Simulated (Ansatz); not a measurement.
Runs of Ansatz 0.2.0 on GeSb2Te4. Symmetry: R-3m, No. 166, trigonal system. The conventional cell has a = 4.319 Å, b = 4.319 Å, c = 39.684 Å, α = 90.00°, β = 90.00°, γ = 120.00°. Te (site symmetry 3m) is surrounded by 3 Ge at 3.01 Å and 3 Te at 3.31 Å. Around Te (site symmetry 3m) lie 3 Sb at 3.03 Å and 3 Te at 3.31 Å. Sb (site symmetry 3m) has 3 Te at 3.03 Å and 3 Sb at 3.24 Å as nearest neighbours. Around Ge (site symmetry -3m) lie 6 Te at 3.01 Å. The cell is a database's computed one.

```tsv
task	level	cell	k mesh	cutoff (eV)	points for each segment of the path	gap on the mesh (eV)	pressure (GPa)	relaxed volume (Å³/atom)	largest force (eV/Å)
band structure	PBE	as given	7 × 7 × 7	420	10	none	0.0	-	(a)
single point	PBE0	as given	6 × 6 × 6	420	-	none	-	-	(b)
relaxation of cell and atoms	PBE	relaxed	7 × 7 × 7	420	-	none	0.0	30.44	0.01
band structure	r2SCAN	as given	7 × 7 × 7	500	10	none	-0.9	-	0.21
relaxation of cell and atoms	r2SCAN	relaxed	7 × 7 × 7	500	-	none	0.0	29.91	0.01
relaxation of cell and atoms	LDA	relaxed	7 × 7 × 7	420	-	none	0.0	28.29	-
band structure	LDA	as given	7 × 7 × 7	420	10	none	(c)	-	0.12
relaxation of cell and atoms	PBEsol	relaxed	7 × 7 × 7	420	-	none	0.0	28.85	-
```

Alike in all rows: potentials or basis Ansatz PAW; no spin polarisation; smearing fermi-dirac 0.05 eV.

**Question.** Estimate the missing entries.

**Answer.** (a) 0.11; (b) 0.41; (c) -3.7.

Caveats: the PAW data sets come from PBE, with cores solved anew for the run's functional, which leaves a small shift of forces and pressure (some runs); the plane-wave basis is chosen anew once the cell has moved, so the energies of steps on either side of that aren't comparable (some runs).

A k mesh can miss the band edges, and the runs leave out spin-orbit coupling on Ge, Sb, Te.

A gap of «none» marks a metal or a gap under the smearing width.

Not every run made on this cell is shown here.
